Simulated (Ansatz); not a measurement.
# MP2/def2-SVP run of CH3ClF2Si (SMILES C[Si](F)(F)Cl)

Aim: the energy change on altering one bond length of CH3ClF2Si at MP2/def2-SVP, from 2 runs. 

Program for the calculation: Ansatz 0.2.0.

126 further runs of the same task are left out: 126 set aside as unsound or not needed.

### Step 1. The structure to begin with

CH3ClF2Si has 8 atoms, charge 0, and is taken as a singlet. As SMILES, `C[Si](F)(F)Cl`. The coordinates come from a PBE0-D4/def2-TZVP relaxation.

Bond lengths: C1–Si2 1.832 Å, Si2–F3 1.582 Å, Si2–F4 1.582 Å, Si2–Cl5 2.029 Å, C1–H6 1.092 Å, C1–H7 1.092 Å, C1–H8 1.091 Å. Some angles: C1–Si2–F3 111.0°, C1–Si2–F4 111.0°, C1–Si2–Cl5 112.6°, F3–Si2–F4 106.6°, F3–Si2–Cl5 107.7°, F4–Si2–Cl5 107.8°, Si2–C1–H6 110.1°, Si2–C1–H7 110.4°, Si2–C1–H8 110.4°, H6–C1–H7 108.6°.

### Step 2. A single-point energy at MP2/def2-SVP

Input file run.yaml:

```yaml
crystal:
  periodic: [false, false, false]
  atoms:
    - {symbol: C, position_ang: [-0.808500, -0.299000, 0.512200]}
    - {symbol: Si, position_ang: [0.690600, 0.151400, -0.439200]}
    - {symbol: F, position_ang: [1.987000, -0.472300, 0.219100]}
    - {symbol: F, position_ang: [0.616200, -0.415600, -1.914200]}
    - {symbol: Cl, position_ang: [0.963100, 2.158500, -0.560900]}
    - {symbol: H, position_ang: [-0.917100, -1.385400, 0.549800]}
    - {symbol: H, position_ang: [-0.740200, 0.080400, 1.533400]}
    - {symbol: H, position_ang: [-1.698800, 0.124800, 0.044100]}
basis:
  gaussian:
    orbitals: def2-SVP
correlation:
  method: mp2
  frozen_orbitals: {C: 1, Cl: 5, F: 1, H: 0, Si: 5}
accuracy: high
```

The run is started by

```
$ ansatz run run.yaml --threads 1 --pin off --max-ram 3480MiB --events-out events.jsonl --progress --plain --runs-dir runs
```

Standard output:

```text
Warning: RAYON_NUM_THREADS=1 ignored (pool sized by the plan → 1); use --threads N
Functional definition: HF
  name "HF"
  exchange = exact_x
  correlation = 0
1970 factors; integrals over basis functions are off by at most 2.4e-8 eV
mean field evaluation 1: about -26846.6566 eV, gradient 3.7e1 eV
mean field evaluation 2: about -26846.7275 eV, gradient 3.7e1 eV
mean field evaluation 4: about -26849.3942 eV, gradient 2.7e0 eV
mean field evaluation 8: about -26849.4219 eV, gradient 1.3e-1 eV
mean field evaluation 16: about -26849.4220 eV, gradient 6.5e-9 eV
mean field -26849.42200433 eV, -986.6980594671 hartree, gradient 6.5e-9 eV, S^2 0.000000; 0 other end points of the search recorded, 0 dependent functions left out
13 core orbitals not correlated: weight in the atoms' cores, before any rotation towards them, 1.000 or more for the frozen orbitals, at most 0.000 for the correlated occupied ones
reference -26849.42200433 eV, -986.6980594671 hartree; 16, 16 occupied and 64, 64 virtual orbitals, 1970 factors
second order -20.00980612 eV of doubles, -0.00000000 eV of singles
Total energy: -26869.43181044 eV, -987.4334062788 hartree
```

Run time: 3 s. Hardware: 1 thread of Arm Neoverse V2, shared host; peak memory 0.27 GiB.

### Step 3. The distorted shape, same level

Input file in.yaml:

```yaml
crystal:
  periodic: [false, false, false]
  atoms:
    - symbol: C
      position_ang: [-0.828990, -0.412819, 0.205841]
    - symbol: Si
      position_ang: [0.670110, 0.037581, -0.745559]
    - symbol: F
      position_ang: [1.966510, -0.586119, -0.087259]
    - symbol: F
      position_ang: [0.595710, -0.529419, -2.220559]
    - symbol: Cl
      position_ang: [0.942610, 2.044681, -0.867259]
    - symbol: H
      position_ang: [-0.937590, -1.499219, 0.243441]
    - symbol: H
      position_ang: [-0.740200, 0.080400, 1.533400]
    - symbol: H
      position_ang: [-1.719290, 0.010981, -0.262259]
basis:
  gaussian:
    orbitals: def2-SVP
correlation:
  method: mp2
  frozen_orbitals: {C: 1, Cl: 5, F: 1, H: 0, Si: 5}
accuracy: high
```

The run is started by

```
$ ansatz run in.yaml --threads 1 --pin off --max-ram 3480MiB --events-out events.jsonl --progress --plain --runs-dir runs
```

Standard output:

```text
Warning: RAYON_NUM_THREADS=1 ignored (pool sized by the plan → 1); use --threads N
[... 4 set-up lines as earlier in the session ...]
1975 factors; integrals over basis functions are off by at most 1.9e-8 eV
mean field evaluation 1: about -26845.5522 eV, gradient 3.6e1 eV
mean field evaluation 2: about -26845.6214 eV, gradient 3.6e1 eV
mean field evaluation 4: about -26848.2642 eV, gradient 2.6e0 eV
mean field evaluation 8: about -26848.2944 eV, gradient 1.6e-1 eV
mean field evaluation 16: about -26848.2945 eV, gradient 6.9e-9 eV
mean field -26848.29449466 eV, -986.6566242510 hartree, gradient 6.9e-9 eV, S^2 0.000000; 0 other end points of the search recorded, 0 dependent functions left out
13 core orbitals not correlated: weight in the atoms' cores, before any rotation towards them, 1.000 or more for the frozen orbitals, at most 0.000 for the correlated occupied ones
reference -26848.29449466 eV, -986.6566242510 hartree; 16, 16 occupied and 64, 64 virtual orbitals, 1975 factors
second order -20.09384920 eV of doubles, -0.00000000 eV of singles
Total energy: -26868.38834386 eV, -987.3950595890 hartree
```

Wall time 3 s (1 thread of Arm Neoverse V2, shared host); peak memory 0.27 GiB.

### Step 4. Outcome

At MP2/def2-SVP, 13 core orbitals frozen:

| quantity | value |
| --- | --- |
| first shape: total energy | -987.43341 Eh |
| first shape: correlation energy (13 core orbitals frozen) | -735.3 mEh |
| distorted shape: total energy | -987.39506 Eh |
| distorted shape: correlation energy (13 core orbitals frozen) | -738.4 mEh |
| energy change with the C1–H7 bond stretched from 1.092 to 1.419 Å | 1.043 eV |

With the C1–H7 bond stretched from 1.092 to 1.419 Å the energy rises by 1.04 eV (101 kJ/mol). The first shape isn't relaxed at this level, so the change isn't measured from a minimum.
